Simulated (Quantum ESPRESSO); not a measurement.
# Ta4Al: Hubbard U by linear response with LDA+U

The system is Ta4Al.

```
Ta Al
1.0
    -2.96490    2.96490    2.96490
     2.96490   -2.96490    2.96490
     2.96490    2.96490   -2.96490
Ta Al
4 1
Direct
  0.00000 0.00000 0.50000
  0.50000 0.00000 0.00000
  0.50000 0.50000 0.50000
  0.00000 0.50000 0.00000
  0.00000 0.00000 0.00000
```

The cell was built by a generator and needn't be a form met in nature.

* Program: Quantum ESPRESSO 7.5
* Task: Hubbard U by linear response
* Functional: LDA
* Potentials or basis: PseudoDojo 0.4.1 SR LDA standard
* Cutoff: 789 eV
* Density cutoff: 3157 eV
* k mesh: 4 × 4 × 4
* Occupations: cold, width 0.2 eV
* Spin: no spin polarisation
* Hubbard terms: Ta d U = 8.0 eV
* Start of the occupations: default
* Hubbard projectors: ortho-atomic
* Form of the LDA correlation: PW92
* Mixing beta: 0.3
* Most SCF iterations: 120
* SCF threshold: 1e-09 Ry
* q mesh: 2 × 2 × 2

```json
{
  "Pressure": "15.2 GPa",
  "Band gap on the k mesh": "none (metal or under the smearing width)",
  "Hubbard U from linear response": "2.16, 2.16, 2.16, 2.16 eV"
}
```

Levels at points of the mesh, in eV from the Fermi level:
```
              k point  band 24  band 25  band 26  band 27  band 28  band 29  band 30  band 31  band 32  band 33
   (0.00, 0.00, 0.00)    -0.41    -0.41     0.37     0.37     0.37     2.78     2.78     2.78     3.23     3.23
  (0.00, 0.00, -0.50)    -1.69    -1.46    -1.03    -0.88    -0.81    -0.22     2.25     2.27     2.29     2.93
(-0.50, -0.50, -0.50)    -1.08    -1.08    -1.01    -1.01    -1.01     3.27     3.27     3.27     4.59     4.59
```

Eigenvalues of the final occupation matrices:
| site | spin | trace | eigenvalues |
| --- | --- | --- | --- |
| Ta 1 5d | each | 1.94 | 0.10 0.10 0.33 0.70 0.70 |
| Ta 2 5d | each | 1.94 | 0.10 0.10 0.33 0.70 0.70 |
| Ta 3 5d | each | 1.94 | 0.10 0.10 0.33 0.70 0.70 |
| Ta 4 5d | each | 1.94 | 0.10 0.10 0.33 0.70 0.70 |

Hubbard U from linear response:
```csv
site,manifold,U (eV)
1,Ta-5d,2.16
2,Ta-5d,2.16
3,Ta-5d,2.16
4,Ta-5d,2.16
```
On the first site the bare response is -0.789 and the screened one -0.293 eV⁻¹.

Run time: 8.5 min on 4 MPI ranks on Intel(R) Xeon(R) Platinum 8259CL CPU @ 2.50GHz (Skylake/Cascade Lake) (shared host), peak memory 0.32 GiB a rank.

Caveat: the k mesh is coarse (spacing up to 0.37 Å⁻¹), so the values aren't converged; U without spin polarisation on a metal has little footing; the U is typed as a test and isn't derived for this compound. The run has no spin-orbit coupling, so splittings on Ta are missing.
